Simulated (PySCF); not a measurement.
**Accurate constants of GeI, step by step**

The task here is to estimate one member of a computed series from the others.

Computed with PySCF 2.14.0. Level: CCSD(T) on ROHF, scalar-relativistic core potentials.

2 further runs of the same task are left out: 2 set aside as unsound or not needed.

The first run:

```
molecule             : GeI
state                : doublet, unpaired electrons π ↑
smaller basis        : Ge cc-pwCVDZ-PP with ECP10, I aug-cc-pVDZ-PP with ECP28
larger basis         : Ge cc-pwCVTZ-PP with ECP10, I aug-cc-pVTZ-PP with ECP28
frozen core orbitals : 13
extrapolation        : correlation as n⁻³ (n = 2, 3), Hartree–Fock as (n+1)·exp(−9√n)
corrections          : none
distances (Å)        : 2.2405, 2.3423, 2.4442, 2.5460, 2.6479, 2.7752, 2.9025
masses (u)           : 73.9212, 126.9045
dissociation limit   : Ge + I
```

On the command line:

```
> OMP_NUM_THREADS=4 python comp.py task.json out
```

Steps of the session up to this table: Coupled cluster at each distance.

One of the session's tables, all rows but one given; the rest of the session is left out.

It belongs to the step «Coupled cluster at each distance». Parts of the energy along the bond, in eV from Ge + I:

| R (Å) | HF/CBS | CCSD corr. | (T) |
| --- | --- | --- | --- |
| 2.2405 | -1.191 | -1.028 | -0.1625 |
| 2.3423 | -1.643 | -0.970 | -0.1631 |
| 2.4442 | ? | ? | ? |
| 2.5460 | -1.959 | -0.875 | -0.1651 |
| 2.6479 | -1.935 | -0.837 | -0.1666 |
| 2.7752 | -1.807 | -0.796 | -0.1689 |
| 2.9025 | -1.611 | -0.764 | -0.1719 |

Estimate the missing values for R (Å) = 2.4442.

Worked estimate for «HF/CBS». A straight line through the neighbours (2.3423, -1.643) and (2.5460, -1.959) gives -1.643 + (-1.959 + 1.643) × (2.4442 − 2.3423) / (2.5460 − 2.3423) = -1.801; a parabola fitted to 4 rows on both sides gives -1.880.

**Answer.** HF/CBS: -1.877; CCSD corr.: -0.920; (T): -0.1639. In «HF/CBS» the line misses by +0.076 and the parabola by -0.003.

Limits of these values: An extrapolation from double and triple zeta is rough, so this isn't yet the limit.
